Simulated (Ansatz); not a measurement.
# Nb2PdS5: the cost of one run

Computed with Ansatz 0.2.0 (DFT PBEsol, scalar-relativistic, plane waves, PAW, unless a step's input says otherwise).

## Step 1: Starting point

The structure is monoclinic, space group C2/m (No. 12). Conventional cell: a = 12.432 Å, b = 3.316 Å, c = 15.675 Å, α = 90.00°, β = 106.45°, γ = 90.00°. Nb (site symmetry m) has 6 S at 2.47 to 2.48 Å as nearest neighbours. Nb (site symmetry m) is surrounded by 7 S at 2.49 to 2.74 Å. Pd (site symmetry 2/m) has 4 S at 2.33 to 2.34 Å as nearest neighbours. Pd (site symmetry 2/m) is surrounded by 4 S at 2.44 Å. S (site symmetry m) is surrounded by 2 Pd at 2.44 Å and 3 Nb at 2.62 to 2.74 Å. Around S (site symmetry m) lie 3 Nb at 2.47 to 2.49 Å. S (site symmetry m) is surrounded by 1 Pd at 2.34 Å and 2 Nb at 2.48 Å. S (site symmetry m) has 1 Pd at 2.33 Å and 2 Nb at 2.47 Å as nearest neighbours. Only part of the 9 independent sites is listed.

Structure file:

```cif
data_structure
_symmetry_space_group_name_H-M 'C2/m'
_symmetry_Int_Tables_number 12
_cell_length_a 12.4317
_cell_length_b 3.3157
_cell_length_c 15.6745
_cell_angle_alpha 90.000
_cell_angle_beta 106.447
_cell_angle_gamma 90.000
_cell_volume 619.67
loop_
_atom_site_label
_atom_site_type_symbol
_atom_site_symmetry_multiplicity
_atom_site_Wyckoff_symbol
_atom_site_fract_x
_atom_site_fract_y
_atom_site_fract_z
_atom_site_occupancy
Nb1 Nb 4 i 0.92722 0.50000 0.81853 1
Nb2 Nb 4 i 0.85280 0.00000 0.62499 1
Pd1 Pd 2 a 0.00000 0.00000 0.00000 1
Pd2 Pd 2 c 0.00000 0.00000 0.50000 1
S1 S 4 i 0.14509 0.50000 0.50363 1
S2 S 4 i 0.25309 0.00000 0.69359 1
S3 S 4 i 0.32942 0.50000 0.88790 1
S4 S 4 i 0.07672 0.00000 0.88033 1
S5 S 4 i 0.00371 0.50000 0.68945 1
```

The structure comes from the Materials Project (structure only).

(A quick probe on a coarse mesh, which set the mesh and smearing, is not shown.)

## Step 3: Relaxing cell and atoms

input.yaml

```yaml
crystal:
  lattice:
    - [6.215867781, -1.65786145, 0.0]
    - [6.215867781, 1.65786145, 0.0]
    - [-4.4379837042, 0.0, 15.0331437698]
  atoms:
    - { symbol: Nb, position: [0.42721941, 0.42721941, 0.81852621] }
    - { symbol: Nb, position: [0.57278059, 0.57278059, 0.18147379] }
    - { symbol: Nb, position: [0.85280367, 0.85280367, 0.62498587] }
    - { symbol: Nb, position: [0.14719633, 0.14719633, 0.37501413] }
    - { symbol: Pd, position: [0.0, 0.0, 0.0] }
    - { symbol: Pd, position: [0.0, 0.0, 0.5] }
    - { symbol: S, position: [0.64509087, 0.64509087, 0.50363068] }
    - { symbol: S, position: [0.35490913, 0.35490913, 0.49636932] }
    - { symbol: S, position: [0.25309008, 0.25309008, 0.69359111] }
    - { symbol: S, position: [0.74690992, 0.74690992, 0.30640889] }
    - { symbol: S, position: [0.82942288, 0.82942288, 0.88790137] }
    - { symbol: S, position: [0.17057712, 0.17057712, 0.11209863] }
    - { symbol: S, position: [0.07672058, 0.07672058, 0.8803312] }
    - { symbol: S, position: [0.92327942, 0.92327942, 0.1196688] }
    - { symbol: S, position: [0.50370819, 0.50370819, 0.68944728] }
    - { symbol: S, position: [0.49629181, 0.49629181, 0.31055272] }
basis:
  ecutwfc: 420
kpoints:
  mp_grid: { grid: [12, 12, 4] }
hamiltonian:
  xc: pbesol
scf:
  occupations: { method: gaussian, width: 0.1 }
output:
  forces: true
  stress: true
  eigenvalues: true
  write_density: true
  write_potential: true
  elf: true
  volumetric_format: npy
relax:
  adjacent_minimum: "off"
  f_tol: 0.005
  max_steps: 80
  cell: { stress_tol: 0.05 }
```

Command:

```bash
ansatz run input.yaml --threads 8 --pin off --max-ram 22528MiB --backend cpu --events-out ev --progress --plain --runs-dir out
```

Q: Estimate wall time and peak memory on 8 threads of AMD EPYC (Zen 3), shared host.

About 14 min, with a peak of 3.6 GiB.
